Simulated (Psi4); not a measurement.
# SiHBr (SMILES [SiH]Br): a chain of runs

Aim: a geometry optimisation (r2SCAN/def2-SVP), then vibrational wavenumbers, then a single-point energy (CCSD(T)/def2-TZVP) of SiHBr. 

The results are computed with Psi4 1.11.

### 1 Starting point

SiHBr: 3 atoms, total charge 0, spin state singlet. SMILES: `[SiH]Br`. The shape is that of a PBE0-D4/def2-TZVP optimisation. The run starts from this shape.

Bond lengths: Si1–Br2 2.245 Å, Si1–H3 1.527 Å. Angles: Br2–Si1–H3 94.0°.

### 2 A geometry optimisation at r2SCAN/def2-SVP (density fitting) (run 1)

input.in reads:

```
memory 1600 MB

molecule {
  0 1
  Si    -1.18051191     0.98624806    -0.55954791
  Br     2.53393376     0.75872504     1.47663199
  H     -1.37401987    -1.86761633    -0.94221745
  units au
}

set geom_maxiter 60

opt('r2scan/def2-SVP')
```

Run with:

```sh
$ psi4 -n 1 input.in input.out
```

input.out:

```text
[...]
  Running in cs symmetry.
[...]
  Nuclear repulsion =  126.973584238758733
[...]
  Multiplicity = 1
[...]
  Nalpha       = 25
  Nbeta        = 25
[...]
    Number of basis functions: 55
[...]
   @DF-RKS iter   1: -2863.46090131390747   -1.30753e+00   3.34531e-02 DIIS/ADIIS
[...]
   @DF-RKS iter   7: -2863.79323729669704    4.09273e-12   6.37732e-09 DIIS
[...]
  @DF-RKS Final Energy: -2863.79323729669704
   => Energetics <=
    Nuclear Repulsion Energy =            126.1012419038961951
    One-Electron Energy =               -4234.8646782935684314
    Two-Electron Energy =                1357.5032860513965716
    DFT Exchange-Correlation Energy =    -112.5330869584212508
    Empirical Dispersion Energy =           0.0000000000000000
    VV10 Nonlocal Energy =                  0.0000000000000000
    Total Energy =                      -2863.7932372966970433
[...]
  -Total Gradient:
     Atom            X                  Y                   Z
    ------   -----------------  -----------------  -----------------
       1       -0.000354508725    -0.000099659834     0.000000000000
       2       -0.000483526055     0.000109606515     0.000000000000
       3       -0.000210169750    -0.000342301982     0.000000000000
[...]
    Final optimized geometry and variables:
    Molecular point group: cs
    Full point group: Cs
    Geometry (in Bohr), charge = 0, multiplicity = 1:
    SI          -3.115895858955     0.188888488517     0.000000000000
    BR           1.149109242497    -0.032566086903     0.000000000000
    H           -3.485328792910    -2.693382124047     0.000000000000
    Psi4 run time: 0:00:06.08
[...]
```

The script printed:

```text
Optimizer: Optimization complete!
```

Wall time 6.9 s (1 thread of AMD EPYC 9R45 (Zen 5), shared host); peak memory 0.44 GiB.

Step by step:

```csv
step,energy from the first frame kept (eV),largest force (eV/Å)
0,0.0000,0.2396
1,-0.0017,0.0483
2,-0.0017,0.0255
```

After the run. Bond lengths: Si1–Br2 2.260 Å, Si1–H3 1.538 Å. Angles: Br2–Si1–H3 94.3°.

### 3 Vibrational wavenumbers at r2SCAN/def2-SVP (density fitting) (run 2)

calc.inp reads:

```
memory 1600 mb

molecule {
  0 1
  Si
  Br 1 r2
  H 1 r3 2 a3

  r2 = 2.259984
  r3 = 1.537709
  a3 = 94.33171
  units angstrom
}

set globals {
  reference                  rks
  t                          400.0
  rotational_symmetry_number 1
}

freq('r2scan/def2-SVP')
```

Run with:

```sh
$ psi4 -n 1 calc.inp calc.out
```

calc.out:

```text
[...]
  Running in cs symmetry.
[...]
  Nuclear repulsion =  126.101237538571269
[...]
  Multiplicity = 1
[...]
  Nalpha       = 25
  Nbeta        = 25
[...]
    Number of basis functions: 55
[...]
   @DF-RKS iter   1: -2863.45930260037494   -1.32019e+00   3.34866e-02 ADIIS/DIIS
[...]
  Running in c1 symmetry.
[...]
   @DF-RKS iter  12: -2863.79323729917223   -4.54747e-13   1.36662e-09 DIIS
[...]
  @DF-RKS Final Energy: -2863.79323729917223
   => Energetics <=
    Nuclear Repulsion Energy =            126.1012276577090603
    One-Electron Energy =               -4234.8646508859037567
    Two-Electron Energy =                1357.5032725104924793
    DFT Exchange-Correlation Energy =    -112.5330865814704140
    Empirical Dispersion Energy =           0.0000000000000000
    VV10 Nonlocal Energy =                  0.0000000000000000
    Total Energy =                      -2863.7932372991722332
[...]
  -Total Gradient:
     Atom            X                  Y                   Z
    ------   -----------------  -----------------  -----------------
       1       -0.000117490236     0.000348839449     0.000000205701
       2        0.000084397459     0.000488530472    -0.000000136829
       3       -0.000353168479     0.000192190774     0.000000605668
[...]
  ==> Harmonic Vibrational Analysis <==
[...]
  Freq [cm^-1]                 409.2801            780.1680           2005.2037
[...]
  IR activ [km/mol]            60.2877             46.2935             273.6272
[...]
  Total E_0, Enthalpy at 0 [K]                                                        -2863.78595934 [Eh]
[...]
  Total H, Enthalpy at  400.00 [K]                                                    -2863.78010183 [Eh]
[...]
  Total G, Gibbs energy at  400.00 [K]                                                -2863.82212031 [Eh]
[...]
```

Standard output:

```text
Warning: used thermodynamics relations inappropriate for low-frequency modes: ['409.2801']
```

Wall time 28 s (1 thread of AMD EPYC 9R45 (Zen 5), shared host); peak memory 0.47 GiB.

### 4 The energy at CCSD(T)/def2-TZVP (run 3)

calc.dat reads:

```
memory 1.6 GB

molecule {
  Si    -0.634388     0.519337    -0.301715
  Br     1.344540     0.402564     0.783520
  H     -0.743201    -1.000488    -0.508698
  units angstrom
  symmetry c1
}

set scf_type pk
set num_frozen_docc 14

E, wfn = energy("ccsd(t)/def2-TZVP", return_wfn=True)
```

Run with:

```sh
$ psi4 calc.dat calc.out -n 1
```

calc.out:

```text
[...]
  Running in c1 symmetry.
[...]
  Nuclear repulsion =  126.101243992978667
[...]
  Multiplicity = 1
[...]
  Nalpha       = 25
  Nbeta        = 25
[...]
    Number of basis functions: 91
[...]
   @RHF iter   1: -2861.70843861858702   -1.98144e+00   1.33348e-02 ADIIS/DIIS
[...]
   @RHF iter  11: -2861.93163652237217   -2.72848e-12   4.95230e-09 DIIS
[...]
  @RHF Final Energy: -2861.93163652237217
   => Energetics <=
    Nuclear Repulsion Energy =            126.1012439929786666
    One-Electron Energy =               -4236.0075576335084406
    Two-Electron Energy =                1247.9746771181573877
    Total Energy =                      -2861.9316365223721732
[...]
 Multipole Moments:
 ------------------------------------------------------------------------------------
     Multipole            Electronic (a.u.)      Nuclear  (a.u.)        Total (a.u.)
 ------------------------------------------------------------------------------------
 L = 1.  Multiply by 2.5417464519 to convert [e a0] to [Debye]
 Dipole X            :          6.3201782           -6.8890477           -0.5688695
 Dipole Y            :          1.0938687           -1.1887570           -0.0948883
 Dipole Z            :          0.0000000           -0.0000000            0.0000000
 Magnitude           :                                                    0.5767290
[...]
      * MP2 total energy                      = -2862.301923640001860
[...]
      * CCSD total energy                     = -2862.325822299188530
[...]
      * CCSD(T) total energy                  = -2862.340383948713225
[...]
```

Wall time 14 s (1 thread of AMD EPYC 9R45 (Zen 5), shared host); peak memory 0.59 GiB.

### 5 Outcome

```
                                                                      quantity             value
                               run 1, r2SCAN/def2-SVP: total energy at the end    -2863.79324 Eh
                                         run 1, r2SCAN/def2-SVP: dipole moment            0.93 D
                                           run 1, r2SCAN/def2-SVP: HOMO energy          -6.09 eV
                                           run 1, r2SCAN/def2-SVP: LUMO energy          -3.83 eV
                                         run 1, r2SCAN/def2-SVP: HOMO–LUMO gap           2.26 eV
                            run 2, r2SCAN/def2-SVP: lowest harmonic wavenumber          409 cm⁻¹
                           run 2, r2SCAN/def2-SVP: highest harmonic wavenumber         2005 cm⁻¹
                                     run 2, r2SCAN/def2-SVP: zero-point energy       19.1 kJ/mol
run 2, r2SCAN/def2-SVP: ideal-gas entropy at 400 K (symmetry number 1 as used)  65.9 cal/(mol K)
                                        run 3, CCSD(T)/def2-TZVP: total energy    -2862.34038 Eh
                 run 3, CCSD(T)/def2-TZVP: HOMO energy (Hartree–Fock orbitals)          -9.44 eV
                 run 3, CCSD(T)/def2-TZVP: LUMO energy (Hartree–Fock orbitals)           0.04 eV
               run 3, CCSD(T)/def2-TZVP: HOMO–LUMO gap (Hartree–Fock orbitals)           9.48 eV
        run 3, CCSD(T)/def2-TZVP: correlation energy (14 core orbitals frozen)        -408.7 mEh
                                      run 3, CCSD(T)/def2-TZVP: (T) correction        -14.56 mEh
                                       run 3, CCSD(T)/def2-TZVP: T1 diagnostic             0.011
```

The optimisation (run 1, r2SCAN/def2-SVP) took 3 steps and changed the energy by -0.002 eV. All 3 modes (run 2, r2SCAN/def2-SVP) are real, so the shape is a minimum at this level. The triples (run 3, CCSD(T)/def2-TZVP) make up 3.6 % of the correlation energy.
